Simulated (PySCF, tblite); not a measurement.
# C₄H₁₀Ge: geometry, infrared bands and NMR shifts

Wanted: the infrared bands and NMR shifts of C₄H₁₀Ge (`C[C@@H]1C[C@H]1[GeH3]`), by calculation.

Computed with tblite 0.8.0 and PySCF 2.14.0, with density-fitted response routines of our own, on a single molecule in the gas phase. Atoms are numbered from 0 throughout.

**1. The molecule as given**

15 atoms, charge 0, multiplicity 1; geometry from: force field or distance geometry start.

Bonds of the start (Å): C0–C1 1.50, C1–C2 1.49, C2–C3 1.48, C3–Ge4 1.94, C3–C1 1.53, C0–H5 1.12, C0–H6 1.10, C0–H7 1.12, C1–H8 1.11, C2–H9 1.11, C2–H10 1.11, C3–H11 1.11, Ge4–H12 1.56, Ge4–H13 1.55, Ge4–H14 1.56.

**2. Relaxing the molecule with GFN2-xTB**

The job: settings as JSON, then the geometry in Å.

```
{"job": {"kind": "relax", "xc": "GFN2-xTB", "basis": "xTB"}, "charge": 0, "multiplicity": 1}
C     -1.902200    -0.554000     0.203400
C     -0.734000     0.380100     0.193400
C     -0.169400     0.945100    -1.061900
C      0.473500    -0.258600    -0.488200
Ge     2.078100    -0.133500     0.590600
H     -2.788500    -0.082200     0.709600
H     -2.153900    -0.967100    -0.788400
H     -1.618200    -1.407300     0.865000
H     -0.512500     0.947800     1.116600
H      0.367600     1.904300    -0.923700
H     -0.732500     0.801100    -2.010600
H      0.286300    -1.217800    -1.023500
H      2.166600    -1.421500     1.464600
H      3.275400    -0.037600    -0.390000
H      1.959300     1.109300     1.521200
```

The run is started by

```
OMP_NUM_THREADS=1 python probes_run.py task.json out
```

The driver reads the jobs from task.json and runs them one after another.

**Question.** This job is followed by: GFN2-xTB harmonic vibrations, gas phase; GIAO PBE0/pcSseg-1 NMR shielding, non-relativistic, gas phase. Predict these results of the whole session: strongest single infrared mode (GFN2-xTB); zero-point energy (GFN2-xTB); 13C shifts against TMS (PBE0/pcSseg-1); 1H shifts against TMS (PBE0/pcSseg-1, means over atoms taken as alike); 73Ge shifts against GeMe4 (PBE0/pcSseg-1).

The runs gave:

```
                                                              quantity                                    value
                             strongest single infrared mode (GFN2-xTB)                    2065 cm⁻¹, 494 km/mol
                                          zero-point energy (GFN2-xTB)                            75.2 kcal/mol
                                13C shifts against TMS (PBE0/pcSseg-1)                22.2, 14.4, 12.4, 2.7 ppm
1H shifts against TMS (PBE0/pcSseg-1, means over atoms taken as alike)  3.46, 1.20, 0.64, 0.41, 0.37, -0.40 ppm
                             73Ge shifts against GeMe4 (PBE0/pcSseg-1)                                 -206 ppm
```

What this shows: Relaxing lowered the energy by 0.426 eV in 70 steps; the close pair that moved most is Ge4–H12, from 1.559 to 1.496 Å. No mode is imaginary among the 39: a minimum at this level. The strongest single mode, at 2065 cm⁻¹, moves mainly H13 and H12. GFN2-xTB is a fitted tight-binding method: band positions and strengths are rough. Its intensities can rank the bands wrongly. At PBE0/pcSseg-1: The largest span, 257 ppm, is at Ge4, where the paramagnetic term is -1217 ppm. Spin-orbit coupling is left out, which matters for shieldings and couplings at and beside the heavy atoms.
